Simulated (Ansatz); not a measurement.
# B2PLYP/6-31G(d) (spherical functions) run of GaNH2ClF (SMILES [NH2][Ga]([F])[Cl])

What is the vertical singlet–triplet gap of GaNH2ClF at B2PLYP/6-31G* (spherical functions)? 

The results are computed with Ansatz 0.2.0.

128 further runs of the same task are left out: 128 set aside as unsound or not needed.

## Step 1: The system as given

GaNH2ClF: 6 atoms, total charge 0, spin state singlet. SMILES: `[NH2][Ga]([F])[Cl]`. The coordinates come from a PBE0-D4/def2-TZVP relaxation.

Bond lengths: N1–Ga2 1.791 Å, Ga2–F3 1.743 Å, Ga2–Cl4 2.117 Å, N1–H5 1.005 Å, N1–H6 1.005 Å. Angles: N1–Ga2–F3 119.0°, N1–Ga2–Cl4 124.0°, F3–Ga2–Cl4 116.9°, Ga2–N1–H5 121.8°, Ga2–N1–H6 122.2°, H5–N1–H6 113.3°.

## Step 2: The energy at B2PLYP/6-31G(d) (spherical functions)

in.yaml

```yaml
crystal:
  periodic: [false, false, false]
  atoms:
    - {symbol: "N", position_ang: [-0.193400, 1.027000, -0.045900]}
    - {symbol: Ga, position_ang: [0.233000, -0.711000, 0.012900]}
    - {symbol: F, position_ang: [1.569300, -1.221300, 1.009300]}
    - {symbol: Cl, position_ang: [-0.740100, -2.208600, -1.123700]}
    - {symbol: H, position_ang: [0.201900, 1.691500, 0.596800]}
    - {symbol: H, position_ang: [-1.028600, 1.358600, -0.495600]}
basis:
  gaussian: {orbitals: 6-31G_st_-spherical.json}
hamiltonian: {xc: {name: B2PLYP}}
correlation: {frozen_orbitals: {Cl: 5, F: 1, Ga: 9, H: 0, "N": 1}}
accuracy: high
output: {orbitals: {seedname: orbitals}}
```

The basis set 6-31G* is read from a file made from the Basis Set Exchange's data (not shown).

Started as:

```console
ansatz run in.yaml --threads 1 --pin off --max-ram 3480MiB --events-out events.jsonl --progress --plain --runs-dir runs
```

Output:

```text
Warning: RAYON_NUM_THREADS=1 ignored (pool sized by the plan → 1); use --threads N
Functional definition: B2PLYP
  name "B2PLYP"
  parameter a = 0.53
  parameter c = 0.27
  exchange = (1 - a)*b88_x + a*exact_x
  correlation = (1 - c)*lyp_c + c*(mp2_os + mp2_ss)
1713 factors; integrals over basis functions are off by at most 4.7e-9 eV
mean field evaluation 1: about -69105.8379 eV, gradient 5.4e1 eV
mean field evaluation 2: about -69105.8882 eV, gradient 5.3e1 eV
mean field evaluation 4: about -69111.1724 eV, gradient 3.2e0 eV
mean field evaluation 8: about -69111.1996 eV, gradient 7.3e-2 eV
mean field evaluation 16: about -69111.1997 eV, gradient 1.9e-5 eV
mean field -69111.19965388 eV, -2539.7897420264 hartree, gradient 2.5e-8 eV, S^2 0.000000; 0 other end points of the search recorded, 0 dependent functions left out
16 core orbitals not correlated: weight in the atoms' cores, before any rotation towards them, 1.000 or more for the frozen orbitals, at most 0.000 for the correlated occupied ones
reference -69111.19967925 eV, -2539.7897429588 hartree; 17, 17 occupied and 49, 49 virtual orbitals, 1713 factors
second order -23.28504165 eV of doubles, -0.00000000 eV of singles
Total energy: -69117.48664050 eV, -2540.0207845231 hartree
```

Run time: 13 s. Hardware: 1 thread of Arm Neoverse V1, shared host; peak memory 0.28 GiB.

## Step 3: The triplet at the same level

in.yaml

```yaml
crystal:
  periodic: [false, false, false]
  atoms:
    - {symbol: N, position_ang: [-0.193400, 1.027000, -0.045900]}
    - {symbol: Ga, position_ang: [0.233000, -0.711000, 0.012900]}
    - {symbol: F, position_ang: [1.569300, -1.221300, 1.009300]}
    - {symbol: Cl, position_ang: [-0.740100, -2.208600, -1.123700]}
    - {symbol: H, position_ang: [0.201900, 1.691500, 0.596800]}
    - {symbol: H, position_ang: [-1.028600, 1.358600, -0.495600]}
basis:
  gaussian:
    orbitals: 6-31G_st_-spherical.json
magnetization:
  spin_polarized: true
  initial_magnetization: 2
hamiltonian:
  xc: {name: B2PLYP}
correlation:
  frozen_orbitals: {Cl: 5, F: 1, Ga: 9, H: 0, "N": 1}
accuracy: high
output: {orbitals: {seedname: orbitals}}
```

The basis set 6-31G* is read from a file made from the Basis Set Exchange's data (not shown).

Started as:

```console
ansatz run in.yaml --threads 1 --pin off --max-ram 3480MiB --events-out events.jsonl --progress --plain --runs-dir runs
```

Output, shortened:

```text
Warning: RAYON_NUM_THREADS=1 ignored (pool sized by the plan → 1); use --threads N
[... 2 set-up lines as earlier in the session ...]
[...]
1713 factors; integrals over basis functions are off by at most 4.7e-9 eV
[...]
mean field -69106.14996980 eV, -2539.6041695591 hartree, gradient 6.6e-8 eV, S^2 2.005911; 2 other end points of the search recorded, 0 dependent functions left out
16 core orbitals not correlated: weight in the atoms' cores, before any rotation towards them, 1.000 or more for the frozen orbitals, at most 0.000 for the correlated occupied ones
reference -69106.14999441 eV, -2539.6041704638 hartree; 18, 16 occupied and 48, 50 virtual orbitals, 1713 factors
second order -22.45339070 eV of doubles, -0.00000000 eV of singles
Total energy: -69112.21240990 eV, -2539.8269601237 hartree
```

It took 25 s on 1 thread of Arm Neoverse V1, shared host; peak memory 0.43 GiB.

## Step 4: What came out

Level: B2PLYP/6-31G* (spherical functions), 16 core orbitals frozen.

| quantity | value |
| --- | --- |
| singlet: total energy | -2540.02078 Eh |
| singlet: HOMO energy (SCF part's orbitals) | -9.29 eV |
| singlet: LUMO energy (SCF part's orbitals) | 0.06 eV |
| singlet: HOMO–LUMO gap (SCF part's orbitals) | 9.36 eV |
| triplet: total energy | -2539.82696 Eh |
| triplet: HOMO energy (SCF part's orbitals) (highest over α and β) | -3.89 eV |
| triplet: ⟨S²⟩ | 2.006 |
| vertical energy of the triplet above the singlet | 5.274 eV |

In words: At this shape the triplet lies 5.27 eV (122 kcal/mol) above the singlet.
